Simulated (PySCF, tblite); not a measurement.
# C₆H₁₀N₂Si: geometry, infrared bands and NMR shifts

Aim: predict the infrared bands and NMR shifts of C₆H₁₀N₂Si (`CN[C@@H]1[SiH2][C@]12C[C@@H]2C#N`).

Computed with tblite 0.8.0 and PySCF 2.14.0, with density-fitted response routines of our own, on a single molecule in the gas phase. Atoms count from 0, in the outputs and in this text.

## 1. The molecule as given

19 atoms, charge 0, multiplicity 1; geometry from: force field or distance geometry start.

Bonds of the start (Å): C0–N1 1.48, N1–C2 1.43, C2–Si3 1.88, Si3–C4 1.74, C4–C5 1.44, C5–C6 1.52, C6–C7 1.48, C7–N8 1.15, C4–C2 1.46, C6–C4 1.45, C0–H9 1.12, C0–H10 1.13, C0–H11 1.10, N1–H12 1.03, C2–H13 1.11, Si3–H14 1.47, Si3–H15 1.49, C5–H16 1.12, C5–H17 1.13, C6–H18 1.11.

## 2. Optimising the geometry with GFN2-xTB

The job: settings as JSON, then the geometry in Å.

```
{"job": {"kind": "relax", "xc": "GFN2-xTB", "basis": "xTB"}, "charge": 0, "multiplicity": 1}
C      2.676800    -0.072500    -0.943800
N      1.291500    -0.590900    -0.876800
C      0.538100     0.118000     0.107100
Si     0.117200    -0.738700     1.727200
C     -0.856500    -0.174100     0.403700
C     -1.921100    -0.718800    -0.401300
C     -2.037000     0.655300     0.246200
C     -2.096300     1.739800    -0.757900
N     -2.131900     2.581300    -1.538500
H      2.910400     0.234200     0.108000
H      2.633700     0.882000    -1.544600
H      3.375800    -0.811400    -1.351600
H      0.873700    -0.572300    -1.813100
H      0.938300     1.132400     0.318900
H      0.436400    -0.034200     2.974200
H      0.505600    -2.175900     1.779800
H     -1.877700    -0.743200    -1.516900
H     -2.635800    -1.496100     0.002100
H     -2.750900     0.794200     1.085200
```

Started as:

```sh
OMP_NUM_THREADS=1 python probes_run.py task.json out
```

One launch serves the whole session: the jobs run in the order shown.

**Question.** This job is followed by: GFN2-xTB harmonic vibrations, gas phase; GIAO PBE0/pcSseg-1 NMR shielding, non-relativistic, gas phase. What will the session give for the following? strongest single infrared mode (GFN2-xTB); zero-point energy (GFN2-xTB); ¹³C shifts against TMS (PBE0/pcSseg-1); ¹H shifts against TMS (PBE0/pcSseg-1, means over atoms taken as alike); ¹⁵N shifts against NH3 (PBE0/pcSseg-1); ²⁹Si shifts against TMS (PBE0/pcSseg-1).

As calculated:

| quantity | value |
| --- | --- |
| strongest single infrared mode (GFN2-xTB) | 2400 cm⁻¹, 307 km/mol |
| zero-point energy (GFN2-xTB) | 90.6 kcal/mol |
| ¹³C shifts against TMS (PBE0/pcSseg-1) | 125.8, 45.9, 41.1, 21.3, 18.9, 9.6 ppm |
| ¹H shifts against TMS (PBE0/pcSseg-1, means over atoms taken as alike) | 3.14, 3.10, 3.03, 2.79, 1.71, 1.58, 1.44, 0.44 ppm |
| ¹⁵N shifts against NH3 (PBE0/pcSseg-1) | 295.2, 45.1 ppm |
| ²⁹Si shifts against TMS (PBE0/pcSseg-1) | -122.1 ppm |

In words: The optimisation took 109 steps and gained 1.028 eV; among the close pairs (by a distance rule), Si3–C4 changed most, from 1.737 to 1.867 Å. No mode is imaginary among the 51: a minimum at this level. The strongest single mode, at 2400 cm⁻¹, moves mainly H15. Unscaled tight-binding wavenumbers are off by several per cent, some by more. Its intensities can rank the bands wrongly. C7 (nitrile carbon) lies farthest downfield among carbon, at 125.8 ppm; typical of a nitrile. At PBE0/pcSseg-1: The largest span, 506 ppm, is at N8, where the paramagnetic term is -369 ppm.
